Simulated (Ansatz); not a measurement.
**UCCSD/def2-SVP (core potential) run of SnH2ClO2 (SMILES [OH][Sn]([OH])[Cl])**

Aim: the energy change on altering one bond length of SnH2ClO2 at UCCSD/def2-SVP (core potential), from 2 runs. 

The calculation is run with Ansatz 0.2.0.

63 further runs of the same task are left out: 63 set aside as unsound or not needed.

**1. The system as given**

The species is SnH2ClO2 (6 atoms), meant as a doublet with charge 0. As SMILES, `[OH][Sn]([OH])[Cl]`. The coordinates come from a PBE0-D4/def2-TZVP relaxation. This is one conformer, not always the lowest.

Bond lengths: O1–Sn2 1.969 Å, Sn2–O3 1.960 Å, Sn2–Cl4 2.349 Å, O1–H5 0.962 Å, O3–H6 0.964 Å. Angles: O1–Sn2–O3 101.9°, O1–Sn2–Cl4 109.1°, O3–Sn2–Cl4 108.0°, Sn2–O1–H5 114.3°, Sn2–O3–H6 110.7°.

**2. The energy at UCCSD/def2-SVP (core potential)**

Contents of in.yaml:

```yaml
crystal:
  periodic: [false, false, false]
  atoms:
    - symbol: O
      position_ang: [-0.447400, 1.400500, -0.158300]
    - symbol: Sn
      position_ang: [0.371800, -0.318200, -0.659700]
    - symbol: O
      position_ang: [1.256500, -0.847900, 1.007700]
    - symbol: Cl
      position_ang: [-1.328200, -1.877100, -1.106600]
    - symbol: H
      position_ang: [-1.182700, 1.666400, -0.718500]
    - symbol: H
      position_ang: [1.372100, -0.087800, 1.589200]
basis:
  gaussian:
    orbitals: def2-SVP
accuracy: high
magnetization:
  spin_polarized: true
  initial_magnetization: 1
correlation:
  method: ccsd
  frozen_orbitals: {Cl: 5, H: 0, O: 1, Sn: 4}
scf:
  omitted_lower_state_checks: [cluster_reference, increment]
```

The run is started by

```
ansatz run in.yaml --threads 1 --pin off --max-ram 3480MiB --events-out events.jsonl --progress --plain --runs-dir runs
```

The log of the run:

```text
Warning: RAYON_NUM_THREADS=1 ignored (pool sized by the plan → 1); use --threads N
Functional definition: HF
  name "HF"
  exchange = exact_x
  correlation = 0
these checks for a lower state are left out or cut short: cluster_reference, increment
1801 factors; integrals over basis functions are off by at most 3.3e-9 eV
mean field evaluation 1: about -22403.9105 eV, gradient 3.4e1 eV
mean field evaluation 2: about -22404.0264 eV, gradient 3.4e1 eV
mean field evaluation 4: about -22408.9602 eV, gradient 2.4e0 eV
mean field evaluation 8: about -22409.0676 eV, gradient 3.3e-1 eV
mean field evaluation 16: about -22409.0708 eV, gradient 2.9e-6 eV
mean field -22409.07080992 eV, -823.5181628509 hartree, gradient 9.4e-8 eV, S^2 0.762504; 0 other end points of the search recorded, 0 dependent functions left out
11 core orbitals not correlated: weight in the atoms' cores, before any rotation towards them, 1.000 or more for the frozen orbitals, at most 0.000 for the correlated occupied ones
reference -22409.07080992 eV, -823.5181628509 hartree; 18, 17 occupied and 53, 54 virtual orbitals, 1801 factors
second order -16.40666075 eV of doubles, -0.00000000 eV of singles
cycle   1  -16.53079192 eV  change   -1.2e-1 eV  update   1.1e-1
cycle   2  -16.91591680 eV  change   -3.9e-1 eV  update   3.4e-2
cycle   3  -17.04999496 eV  change   -1.3e-1 eV  update   2.2e-2
cycle   4  -17.05114020 eV  change   -1.1e-3 eV  update   7.5e-3
cycle   5  -17.04608429 eV  change    5.1e-3 eV  update   4.1e-3
cycle   6  -17.04696341 eV  change   -8.8e-4 eV  update   1.8e-3
cycle   7  -17.04733324 eV  change   -3.7e-4 eV  update   8.2e-4
cycle   8  -17.04748359 eV  change   -1.5e-4 eV  update   3.2e-4
cycle   9  -17.04758584 eV  change   -1.0e-4 eV  update   1.6e-4
cycle  10  -17.04750739 eV  change    7.8e-5 eV  update   6.6e-5
cycle  11  -17.04752539 eV  change   -1.8e-5 eV  update   3.5e-5
cycle  12  -17.04754365 eV  change   -1.8e-5 eV  update   1.6e-5
cycle  13  -17.04754633 eV  change   -2.7e-6 eV  update   7.8e-6
cycle  14  -17.04754704 eV  change   -7.1e-7 eV  update   3.4e-6
cycle  15  -17.04754620 eV  change    8.4e-7 eV  update   1.6e-6
cycle  16  -17.04754577 eV  change    4.3e-7 eV  update   7.3e-7
cycle  17  -17.04754595 eV  change   -1.8e-7 eV  update   2.8e-7
cycle  18  -17.04754607 eV  change   -1.2e-7 eV  update   1.6e-7
cycle  19  -17.04754608 eV  change   -6.4e-9 eV  update   7.5e-8
cycle  20  -17.04754605 eV  change    2.9e-8 eV  update   4.9e-8
cycle  21  -17.04754607 eV  change   -2.0e-8 eV  update   3.4e-8
cycle  22  -17.04754601 eV  change    6.0e-8 eV  update   9.4e-8
cycle  23  -17.04754601 eV  change  -6.7e-10 eV  update   2.7e-8
cycle  24  -17.04754601 eV  change   4.1e-10 eV  update   1.1e-8
cycle  25  -17.04754601 eV  change    1.6e-9 eV  update   6.5e-9
cycle  26  -17.04754601 eV  change   -1.2e-9 eV  update   2.8e-9
Total energy: -22426.11835593 eV, -824.1446486115 hartree
Checks for a lower state left out: cluster_reference, increment
```

Run time: 72 s. Hardware: 1 thread of Arm Neoverse V2, shared host; peak memory 0.84 GiB.

**3. The distorted shape, same level**

Contents of job.yaml:

```yaml
crystal:
  periodic: [false, false, false]
  atoms:
    - {symbol: O, position_ang: [-0.580124, 1.479967, -0.408447]}
    - {symbol: Sn, position_ang: [0.239076, -0.238733, -0.909847]}
    - {symbol: O, position_ang: [1.256500, -0.847900, 1.007700]}
    - {symbol: Cl, position_ang: [-1.460924, -1.797633, -1.356747]}
    - {symbol: H, position_ang: [-1.315424, 1.745867, -0.968647]}
    - {symbol: H, position_ang: [1.372100, -0.087800, 1.589200]}
basis:
  gaussian: {orbitals: def2-SVP}
magnetization: {spin_polarized: true, initial_magnetization: 1}
correlation: {method: ccsd, frozen_orbitals: {Cl: 5, H: 0, O: 1, Sn: 4}}
accuracy: high
scf: {omitted_lower_state_checks: [cluster_reference, increment]}
```

The run is started by

```
ansatz run job.yaml --threads 1 --pin off --max-ram 3480MiB --events-out events.jsonl --progress --plain --runs-dir runs
```

The log of the run:

```text
Warning: RAYON_NUM_THREADS=1 ignored (pool sized by the plan → 1); use --threads N
[... 4 set-up lines as earlier in the session ...]
these checks for a lower state are left out or cut short: cluster_reference, increment
1785 factors; integrals over basis functions are off by at most 3.5e-9 eV
mean field evaluation 1: about -22402.4808 eV, gradient 3.6e1 eV
mean field evaluation 2: about -22402.5820 eV, gradient 3.6e1 eV
mean field evaluation 4: about -22408.2507 eV, gradient 2.7e0 eV
mean field evaluation 8: about -22408.4037 eV, gradient 7.1e-1 eV
mean field evaluation 16: about -22408.4375 eV, gradient 2.6e-3 eV
mean field evaluation 32: about -22407.2410 eV, gradient 3.6e0 eV
mean field -22408.43748720 eV, -823.4948886703 hartree, gradient 7.4e-8 eV, S^2 0.820801; 3 other end points of the search recorded, 0 dependent functions left out
11 core orbitals not correlated: weight in the atoms' cores, before any rotation towards them, 1.000 or more for the frozen orbitals, at most 0.000 for the correlated occupied ones
reference -22408.43748720 eV, -823.4948886703 hartree; 18, 17 occupied and 53, 54 virtual orbitals, 1785 factors
second order -16.39815280 eV of doubles, -0.00000000 eV of singles
cycle   1  -16.54865661 eV  change   -1.5e-1 eV  update   1.2e-1
cycle   2  -16.98543674 eV  change   -4.4e-1 eV  update   4.2e-2
cycle   3  -17.16108978 eV  change   -1.8e-1 eV  update   3.0e-2
cycle   4  -17.16993972 eV  change   -8.8e-3 eV  update   1.2e-2
cycle   5  -17.16460256 eV  change    5.3e-3 eV  update   7.0e-3
cycle   6  -17.16812660 eV  change   -3.5e-3 eV  update   3.3e-3
cycle   7  -17.16949583 eV  change   -1.4e-3 eV  update   1.9e-3
cycle   8  -17.16995526 eV  change   -4.6e-4 eV  update   1.0e-3
cycle   9  -17.17021951 eV  change   -2.6e-4 eV  update   5.9e-4
cycle  10  -17.16987028 eV  change    3.5e-4 eV  update   3.0e-4
cycle  11  -17.16994416 eV  change   -7.4e-5 eV  update   2.0e-4
cycle  12  -17.17002389 eV  change   -8.0e-5 eV  update   1.3e-4
cycle  13  -17.17005523 eV  change   -3.1e-5 eV  update   7.8e-5
cycle  14  -17.17005741 eV  change   -2.2e-6 eV  update   3.6e-5
cycle  15  -17.17004584 eV  change    1.2e-5 eV  update   1.7e-5
cycle  16  -17.17003745 eV  change    8.4e-6 eV  update   8.9e-6
cycle  17  -17.17003872 eV  change   -1.3e-6 eV  update   4.5e-6
cycle  18  -17.17004023 eV  change   -1.5e-6 eV  update   2.7e-6
cycle  19  -17.17004079 eV  change   -5.6e-7 eV  update   1.2e-6
cycle  20  -17.17004138 eV  change   -5.9e-7 eV  update   6.8e-7
cycle  21  -17.17004148 eV  change   -9.9e-8 eV  update   3.2e-7
cycle  22  -17.17004149 eV  change   -1.6e-8 eV  update   1.8e-7
cycle  23  -17.17004148 eV  change    1.2e-8 eV  update   1.0e-7
cycle  24  -17.17004147 eV  change    1.1e-8 eV  update   6.9e-8
cycle  25  -17.17004148 eV  change   -1.3e-8 eV  update   4.9e-8
cycle  26  -17.17004143 eV  change    5.7e-8 eV  update   1.0e-7
cycle  27  -17.17004143 eV  change   -5.3e-9 eV  update   3.5e-8
cycle  28  -17.17004143 eV  change    1.8e-9 eV  update   2.0e-8
cycle  29  -17.17004144 eV  change   -6.0e-9 eV  update   1.2e-8
cycle  30  -17.17004144 eV  change   7.6e-10 eV  update   6.3e-9
cycle  31  -17.17004144 eV  change   6.5e-11 eV  update   3.3e-9
Total energy: -22425.60752864 eV, -824.1258760548 hartree
Checks for a lower state left out: cluster_reference, increment
```

It took 86 s on 1 thread of Arm Neoverse V2, shared host; peak memory 0.83 GiB.

**4. What came out**

At UCCSD/def2-SVP (core potential), 11 core orbitals frozen:

```
                                                          quantity          value
                                         first shape: total energy  -824.14465 Eh
         first shape: correlation energy (11 core orbitals frozen)     -626.5 mEh
                    first shape: ⟨S²⟩ of the reference determinant          0.763
                                        first shape: T1 diagnostic          0.015
                                     distorted shape: total energy  -824.12588 Eh
     distorted shape: correlation energy (11 core orbitals frozen)     -631.0 mEh
                distorted shape: ⟨S²⟩ of the reference determinant          0.821
                                    distorted shape: T1 diagnostic          0.021
energy change with the Sn2–O3 bond stretched from 1.960 to 2.255 Å       0.511 eV
```

In words: With the Sn2–O3 bond stretched from 1.960 to 2.255 Å the energy rises by 0.51 eV (49.3 kJ/mol). The first shape isn't relaxed at this level, so the change isn't measured from a minimum.
